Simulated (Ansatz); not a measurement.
# CH6AlAs: small, medium and large basis sets

The task here is to estimate one member of a computed series from the others.

The runs use Ansatz 0.2.0, Gaussian basis; one geometry, several basis sets.

Levels to be run: PBE0-D4/def2-SVP; ωB97M-V/def2-SVP; PBE0-D4/def2-QZVPP; ωB97M-V/def2-QZVPP; the functionals' def2-TZVPP values are taken from earlier runs.

**The geometry**

An earlier PBE0-D4 in a triple-zeta def2 set relaxation fixed the geometry.

9 atoms, charge 0, spin multiplicity 1.

Atoms are counted from 1 here; the program's logs count them from 0.

Bond lengths: C1–As2 1.985 Å, C1–H4 1.090 Å, C1–H5 1.090 Å, C1–H6 1.088 Å, As2–Al3 2.423 Å, As2–H7 1.524 Å, Al3–H8 1.588 Å, Al3–H9 1.590 Å. Angles: As2–C1–H4 108.3°, As2–C1–H5 107.9°, As2–C1–H6 113.4°, H4–C1–H5 108.6°, H4–C1–H6 109.5°, H5–C1–H6 109.1°, C1–As2–Al3 99.6°, C1–As2–H7 98.0°, Al3–As2–H7 91.7°, As2–Al3–H8 119.6°, As2–Al3–H9 120.0°, H8–Al3–H9 120.2°.

The first run:

The input, in.yaml:

```yaml
crystal:
  periodic: [false, false, false]
  atoms:
    - {symbol: C, position_ang: [-0.475956, 1.159735, -0.848841]}
    - {symbol: As, position_ang: [0.508206, -0.554840, -1.021875]}
    - {symbol: Al, position_ang: [0.155295, -1.450075, 1.201594]}
    - {symbol: H, position_ang: [-0.278343, 1.758241, -1.737654]}
    - {symbol: H, position_ang: [-1.541235, 0.931503, -0.812604]}
    - {symbol: H, position_ang: [-0.203045, 1.727239, 0.038092]}
    - {symbol: H, position_ang: [1.894063, -0.044045, -0.644904]}
    - {symbol: H, position_ang: [1.212897, -2.461869, 1.818096]}
    - {symbol: H, position_ang: [-1.183383, -1.111991, 1.990999]}
basis:
  gaussian: {orbitals: def2-SVP}
hamiltonian: {xc: pbe0, dispersion: d4}
output: {orbitals: {seedname: orbitals}}
```

Among the steps run: PBE0-D4 in def2-SVP; ωB97M-V in def2-SVP; PBE0-D4 in def2-QZVPP; ωB97M-V in def2-QZVPP.

One table of the session follows, with a row left open; its other results are not shown here.

It belongs to the step «Density functionals: the series». 

```
functional       basis  HOMO (eV)  LUMO (eV)
   PBE0-D4    def2-SVP      -6.62      -1.67
   PBE0-D4  def2-TZVPP      -6.64      -1.68
   PBE0-D4  def2-QZVPP      -6.66      -1.71
   ωB97M-V    def2-SVP      -8.60       0.01
   ωB97M-V  def2-TZVPP          ?          ?
   ωB97M-V  def2-QZVPP      -8.67      -0.21
```

**Question.** Estimate the row for ωB97M-V, def2-TZVPP.

As computed: HOMO (eV): -8.65; LUMO (eV): -0.07. In the column «HOMO (eV)» it lies between ωB97M-V, def2-QZVPP (-8.67) and ωB97M-V, def2-SVP (-8.60).
